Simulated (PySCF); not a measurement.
# C₃H₅FO₂Si: electronic excitations

What electronic excitations should C₃H₅FO₂Si (`O[SiH2]OC1=C[C@@H]1F`) show?

The runs use PySCF 2.14.0, with density-fitted response routines of our own; the level of theory stands in each step. All values are computed, except where a source is named. Atoms are numbered from 0 throughout.

**1. Starting geometry**

12 atoms, charge 0, multiplicity 1; geometry from: GFN2-xTB.

Bonds of the start (Å): O0–Si1 1.61, Si1–O2 1.66, O2–C3 1.30, C3–C4 1.31, C4–C5 1.49, C5–F6 1.39, C5–C3 1.48, O0–H7 0.95, Si1–H8 1.45, Si1–H9 1.46, C4–H10 1.06, C5–H11 1.08.

**2. TDDFT and polarisability: CAM-B3LYP/def2-SVPD**

What the job is given:

```
{"job": {"kind": "uv", "xc": "CAM-B3LYP", "basis": "def2-SVPD", "nstates": 8, "ntriplets": 3}, "charge": 0, "multiplicity": 1}
O      2.940180    -0.444022    -0.514462
Si     1.685376     0.429324    -0.002205
O      0.421276    -0.643050    -0.092132
C     -0.816014    -0.476726     0.278560
C     -2.078474    -0.821750     0.263352
C     -1.720773     0.371230     1.078633
F     -2.030203     1.637713     0.585897
H      2.896394    -1.393361    -0.600755
H      1.468509     1.510896    -0.947025
H      1.860253     0.836577     1.386868
H     -2.871601    -1.428825    -0.094358
H     -1.753726     0.421309     2.161040
```

With the program's defaults for keys left out, this is: TDDFT CAM-B3LYP/def2-SVPD, vertical, gas phase, core orbitals frozen in the response.

Started as:

```bash
OMP_NUM_THREADS=1 python probes_run.py task.json out
```

This one command runs all jobs of the session in turn.

Log:

```text
coarse grid: 11240 points
cycle   1  E = -656.3495342385  dE =  1.347e+00  |g| = 9.365e-01  |ddm| = 5.167e+00
cycle   2  E = -656.2595493625  dE =  8.998e-02  |g| = 1.212e+00  |ddm| = 2.196e+00
cycle   3  E = -656.5122310291  dE = -2.527e-01  |g| = 6.587e-02  |ddm| = 1.115e+00
cycle   4  E = -656.5129635481  dE = -7.325e-04  |g| = 3.453e-02  |ddm| = 1.697e-01
cycle   5  E = -656.5132174803  dE = -2.539e-04  |g| = 1.263e-02  |ddm| = 6.702e-02
cycle   6  E = -656.5132523336  dE = -3.485e-05  |g| = 3.209e-03  |ddm| = 2.015e-02
cycle   7  E = -656.5132544316  dE = -2.098e-06  |g| = 1.039e-03  |ddm| = 5.292e-03
final grid: 106432 points
cycle   8  E = -656.6211222956  dE = -2.463e-05  |g| = 4.060e-03  |ddm| = 6.273e-02
cycle   9  E = -656.6211209423  dE =  1.353e-06  |g| = 5.211e-03  |ddm| = 9.569e-03
cycle  10  E = -656.6211252817  dE = -4.339e-06  |g| = 2.508e-04  |ddm| = 4.001e-03
cycle  11  E = -656.6211252957  dE = -1.400e-08  |g| = 1.143e-04  |ddm| = 6.280e-04
cycle  12  E = -656.6211252991  dE = -3.360e-09  |g| = 2.348e-05  |ddm| = 2.757e-04
cycle  13  E = -656.6211252992  dE = -1.241e-10  |g| = 1.386e-05  |ddm| = 5.601e-05
converged SCF energy = -656.6211252992

Static polarisability (au): isotropic 64.900, principal 53.321 62.415 78.963

Singlet excitations
state   eV       nm        f      main configurations
  1   6.7480    183.7   0.03187   H-1->L+2 0.54, H->L+2 0.27
  2   7.0398    176.1   0.01679   H->L+1 0.83
  3   7.2264    171.6   0.11843   H->L 0.32, H->L+2 0.31, H-1->L+2 0.19
  4   7.2743    170.4   0.06285   H->L 0.47, H->L+2 0.25, H-1->L+2 0.11
  5   7.7678    159.6   0.00988   H-1->L+1 0.83
  6   7.8727    157.5   0.00322   H-2->L 0.64, H-2->L+1 0.13
  7   8.0228    154.5   0.00481   H-1->L 0.35, H->L+4 0.29
  8   8.0639    153.8   0.04264   H-1->L 0.41, H->L+4 0.19, H->L+3 0.10

Triplet excitations (Tamm-Dancoff, eV): 4.8940 6.4267 6.8402
```

Run time: 59 s. Hardware: 1 thread of Arm Neoverse N1, shared host; peak memory 0.85 GiB.

Frontier orbitals and where they lie:

```
orbital      eV                       atoms
 HOMO−3  -11.06   F6 31 %, C4 23 %, C5 15 %
 HOMO−2  -10.67  O0 39 %, Si1 23 %, H9 16 %
 HOMO−1   -9.74   C5 25 %, F6 21 %, C3 17 %
   HOMO   -9.02   C4 32 %, C3 22 %, O2 19 %
   LUMO    0.72  Si1 31 %, O0 27 %, H7 15 %
 LUMO+1    1.11  Si1 26 %, O2 11 %, C3 11 %
 LUMO+2    1.38   C4 30 %, C3 26 %, O2 10 %
```

With each of the 8 states as a Gaussian band of 0.4 eV half-width at 1/e, the curve within the window shown has maxima at 172 nm (ε 8,200) L/(mol cm). Beyond the last state computed it falls off for lack of states. The curve at chosen wavelengths:

```csv
nm,ε (L/mol/cm)
148,1153
150,1680
152,2131
154,2422
156,2583
159,2921
161,3482
163,4410
165,5608
167,6830
169,7782
171,8238
173,8121
176,7063
178,6033
180,4954
182,3951
184,3084
186,2368
188,1789
190,1327
193,813
195,567
197,384
199,252
201,160
```

Ground-state properties from the same run:

```
           property  computed
  dipole moment (D)      2.43
polarisability (Å³)      9.62
 HOMO–LUMO gap (eV)      9.74
      −ε(HOMO) (eV)      9.02
```

**3. Outcome**

| quantity | value |
| --- | --- |
| lowest singlet (CAM-B3LYP/def2-SVPD) | 6.75 eV (184 nm), f = 0.032 |
| brightest single state of those computed | state 3, 7.23 eV, f = 0.118 |
| lowest triplet | 4.89 eV |

In words: The lowest singlet, at 6.75 eV, is HOMO−1→LUMO+2 0.54, HOMO→LUMO+2 0.27 and is weak; of the 8 states computed, the strongest absorption comes from state 3 at 7.23 eV. The lowest triplet lies 1.85 eV below the lowest singlet (triplets in Tamm-Dancoff, singlets in full TDDFT).
